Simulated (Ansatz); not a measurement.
# ZrCl+ (triplet): the correlation ladder, def2-SVP

An exercise on one series of results from a longer session: the logs are not shown, and one member is left open.

Program: Ansatz 0.2.0, Gaussian basis. Level of theory: def2-SVP, core rule «outside noble gas», up to 9 orbitals frozen. These are calculated values, not measurements.

Plan: UHF; CCSD(T) on ROHF; CCSD(T) on UHF; CISD; CCSDT(Q) on ROHF; CCSDT(Q) on UHF.

25 further runs of the same task are left out: 11 for a known fault of the program, 4 that didn't finish, 10 set aside as unsound or not needed.

## The system

The geometry is a PBE0/def2-TZVP stationary point (not a proven minimum) of the parent state, kept for this charge and spin. No spin-orbit coupling is included. Elements past krypton take def2 core potentials.

2 atoms, charge 1, spin multiplicity 3.

Atoms are counted from 1 here; the program's logs count them from 0.

Bond lengths: Zr1–Cl2 2.345 Å.

Set-up of the first run:

File in.yaml:

```yaml
crystal:
  periodic: [false, false, false]
  atoms:
    - {symbol: Zr, position_ang: [0.000000, 0.000000, 0.000000]}
    - {symbol: Cl, position_ang: [0.000000, 0.000000, 2.344575]}
basis:
  gaussian: {orbitals: def2-SVP}
total_charge: 1
magnetization: {spin_polarized: true, initial_magnetization: 2}
hamiltonian: {xc: hf}
output: {orbitals: {seedname: orbitals}}
```

Command:

```
$ ansatz run in.yaml --threads 1 --pin off --events-out ev --progress --plain --max-ram 2393MiB
```

Steps of the session up to this table: UHF; CCSD(T) on ROHF; CCSD(T) on UHF; CISD; CCSDT(Q) on ROHF; CCSDT(Q) on UHF.

One of the session's tables, all rows but one given; the rest of the session is left out.

| method | from RCCSDT(Q) (meV) |
| --- | --- |
| ROHF | +5094.7 |
| UHF | +4986.1 |
| RMP2 | ? |
| UMP2 | +540.1 |
| RCCSD | +210.9 |
| UCCSD | +136.6 |
| RCCSD(T) | +29.9 |
| UCCSD(T) | -42.3 |
| RCCSDT | +9.1 |
| UCCSDT | -63.3 |
| RCCSDT(Q) | 0 |
| UCCSDT(Q) | -82.2 |

Q: Estimate the row for RMP2 from the others.

**Answer.** from RCCSDT(Q) (meV): +624.0. In the column «from RCCSDT(Q) (meV)» it lies between UMP2 (+540.1) and UHF (+4986.1).

Not comparable, so not listed: CISD (they don't share determinant, frozen orbitals or solution with the rows shown, or repeat one).

Caveats from the session: Restricted and unrestricted rows rest on different reference determinants; where their highest levels disagree by more than a few hundredths of an eV, they describe different states and don't form one ladder.
